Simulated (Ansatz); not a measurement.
# Sb: the crystal squeezed far

One table from this session's results is given with a row withheld; the runs are named, their logs left out.

Program: Ansatz 0.2.0. Level of theory: DFT LDA, with the methods named in each step. These are calculated values, not measurements.

3 further runs of the same task are left out: 1 for a known fault of the program, 2 that didn't finish. Runs told in other sessions of the task aren't counted.

### The starting structure

The structure is cubic, space group Im-3m (No. 229). The conventional cell has a = 3.826 Å, b = 3.826 Å, c = 3.826 Å, α = 90.00°, β = 90.00°, γ = 90.00°. Sb (site symmetry m-3m) has 8 Sb at 3.31 Å in its first shell of neighbours.

Structure file:

```xyz
1
Lattice="-1.9129 1.9129 1.9129 1.9129 -1.9129 1.9129 1.9129 1.9129 -1.9129" Properties=species:S:1:pos:R:3 pbc="T T T"
Sb    0.0000    0.0000    0.0000
```

Whether this phase is the stable one at these pressures isn't tested.

Set-up of the first run:

The input, input.yaml:

```yaml
crystal:
  lattice:
    - [-1.9129311828, 1.9129311828, 1.9129311828]
    - [1.9129311828, -1.9129311828, 1.9129311828]
    - [1.9129311828, 1.9129311828, -1.9129311828]
  atoms:
    - { symbol: Sb, position: [0.0, 0.0, 0.0] }
kpoints:
  mp_grid: { grid: [14, 14, 14] }
scf:
  occupations: { method: fermi_dirac, width: 0.08 }
hamiltonian:
  xc: lda
  pseudopotentials: { kind: paw }
output:
  forces: true
  stress: true
  write_density: true
  write_potential: true
  elf: true
  volumetric_format: npy
relax:
  f_tol: 0.005
  max_steps: 40
  cell: {}
```

Launch:

```console
> ansatz run input.yaml --threads 1 --pin off --max-ram 2048MiB --backend cpu --events-out ev --progress --plain --runs-dir out
```

Steps of the session up to this table: Cell relaxed at zero pressure, PAW; Volume scaled by 1, PAW; Volume scaled by 0.92, PAW; Volume scaled by 0.84, PAW; Volume scaled by 0.76, PAW; Volume scaled by 0.68, PAW; Volume scaled by 0.6, PAW; Volume scaled by 0.52, PAW; Volume scaled by 0.45, PAW; Volume scaled by 0.45, PAW (level accurate).

One table of the session follows, with a row left open; its other results are not shown here.

| method | volume over the first | volume (Å³/atom) | pressure (GPa) |
| --- | --- | --- | --- |
| PAW | 1 | 25.469 | -0.02 |
| PAW | 0.92 | 23.432 | 7.29 |
| PAW | 0.84 | 21.394 | 18.72 |
| PAW | 0.76 | ? | ? |
| PAW | 0.68 | 17.319 | 67.31 |
| PAW | 0.6 | 15.281 | 118.00 |
| PAW | 0.52 | 13.244 | 211.20 |
| PAW | 0.45 | 11.461 | 362.14 |
| PAW (level accurate) | 0.45 | 11.461 | 361.86 |

Q: Estimate the row for PAW, 0.76 from the others.

**Answer.** volume (Å³/atom): 19.357; pressure (GPa): 37.04. In the column «volume (Å³/atom)» it lies between PAW, 0.68 (17.319) and PAW, 0.84 (21.394).

Limits of these values: Warnings in the runs' records: written density without core change.
